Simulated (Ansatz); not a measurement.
# CH₇BNP: one species, many methods

One table from this session's results is given with a row withheld; the runs are named, their logs left out.

The runs use Ansatz 0.2.0, Gaussian basis; functionals in def2-TZVPP, the program's frozen cores in correlated methods.

Plan: LDA (SPW92), PBE-D4, revPBE-D4, BLYP-D4, r2SCAN-D4, B97M-V, PBE0-D4, B3LYP-D4, r2SCANh-D4, r2SCAN0-D4, HSE06-D4, BHLYP-D4, CAM-B3LYP-D4, LC-ωPBE, ωB97X-V, ωB97M-V, B2PLYP, PBE-QIDH; CCSD(T)/def2-SVP; MP2/def2-TZVPP; MP2/def2-QZVPP; RPA on PBE.

1 further run of the same task is left out (it didn't finish).

## The relaxed structure

The geometry comes from an earlier relaxation with PBE0-D4 in a triple-zeta def2 set; it is a stationary point, not always the lowest conformer.

SMILES `NCBP`, 11 atoms, charge 0, spin multiplicity 1.

Atoms are counted from 1 here; the program's logs count them from 0.

Bond lengths: N1–C2 1.454 Å, N1–H5 1.012 Å, N1–H6 1.012 Å, C2–B3 1.558 Å, C2–H7 1.106 Å, C2–H8 1.103 Å, B3–P4 1.876 Å, B3–H9 1.198 Å, P4–H10 1.412 Å, P4–H11 1.411 Å. Angles: C2–N1–H5 111.4°, C2–N1–H6 110.7°, H5–N1–H6 106.9°, N1–C2–B3 116.4°, N1–C2–H7 114.7°, N1–C2–H8 108.9°, B3–C2–H7 108.4°, B3–C2–H8 103.5°, H7–C2–H8 103.6°, C2–B3–P4 122.5°, C2–B3–H9 118.6°, P4–B3–H9 118.6°, B3–P4–H10 101.8°, B3–P4–H11 102.4°, H10–P4–H11 100.0°.

The first run:

in.yaml reads:

```yaml
crystal:
  periodic: [false, false, false]
  atoms:
    - {symbol: N, position_ang: [-1.021194, 1.038240, -0.532113]}
    - {symbol: C, position_ang: [-0.867728, 0.054610, 0.527803]}
    - {symbol: B, position_ang: [0.508013, -0.671502, 0.606374]}
    - {symbol: P, position_ang: [1.928140, -0.266861, -0.549999]}
    - {symbol: H, position_ang: [-1.943742, 1.453134, -0.520152]}
    - {symbol: H, position_ang: [-0.357323, 1.793854, -0.418532]}
    - {symbol: H, position_ang: [-1.126953, 0.421055, 1.538204]}
    - {symbol: H, position_ang: [-1.583506, -0.767115, 0.358262]}
    - {symbol: H, position_ang: [0.705400, -1.428803, 1.513045]}
    - {symbol: H, position_ang: [1.268135, -0.163036, -1.793426]}
    - {symbol: H, position_ang: [2.556258, -1.520677, -0.708968]}
basis:
  gaussian: {orbitals: def2-TZVPP}
hamiltonian: {xc: lda}
output: {orbitals: {seedname: orbitals}}
```

Command:

```bash
ansatz run in.yaml --threads 2 --pin off --events-out ev --progress --plain --max-ram 4352MiB
```

Steps of the session up to this table: LDA; PBE-D4 (GGA); revPBE-D4 (GGA); BLYP-D4 (GGA); r2SCAN-D4 (meta-GGA); B97M-V (meta-GGA); B3LYP-D4 (hybrid); r2SCANh-D4 (hybrid); r2SCAN0-D4 (hybrid); HSE06-D4 (hybrid); BHLYP-D4 (hybrid); CAM-B3LYP-D4 (range-separated); LC-ωPBE (range-separated); ωB97X-V (range-separated); ωB97M-V (range-separated); B2PLYP (double hybrid); PBE-QIDH (double hybrid).

One table of the session follows, with a row left open; its other results are not shown here.

It belongs to the step «Orbital energies across the functionals». 

```
  functional  HOMO (eV)  gap (eV)
 LDA (SPW92)      -5.60      3.28
      PBE-D4      -5.48      3.35
   revPBE-D4      -5.43      3.39
     BLYP-D4      -5.38      3.40
   r2SCAN-D4      -5.78      3.94
      B97M-V      -5.95      4.08
     PBE0-D4      -6.93      5.72
    B3LYP-D4          ?         ?
  r2SCANh-D4      -6.32      4.81
  r2SCAN0-D4      -7.13      6.09
    HSE06-D4      -6.53      4.93
    BHLYP-D4      -8.13      7.95
CAM-B3LYP-D4      -8.34      8.24
     LC-ωPBE      -9.71     10.72
     ωB97X-V      -9.36     10.30
     ωB97M-V      -9.24      9.97
```

**Question.** Estimate the row for B3LYP-D4.

Worked estimate for «HOMO (eV)». Against the share of exact exchange, BLYP-D4 (0, -5.38), BHLYP-D4 (0.5, -8.13) give a slope of -5.50 per unit share; at 0.2 the line stands at -6.48.

**Answer.** HOMO (eV): -6.70; gap (eV): 5.29. In «HOMO (eV)» the line misses by +0.22.
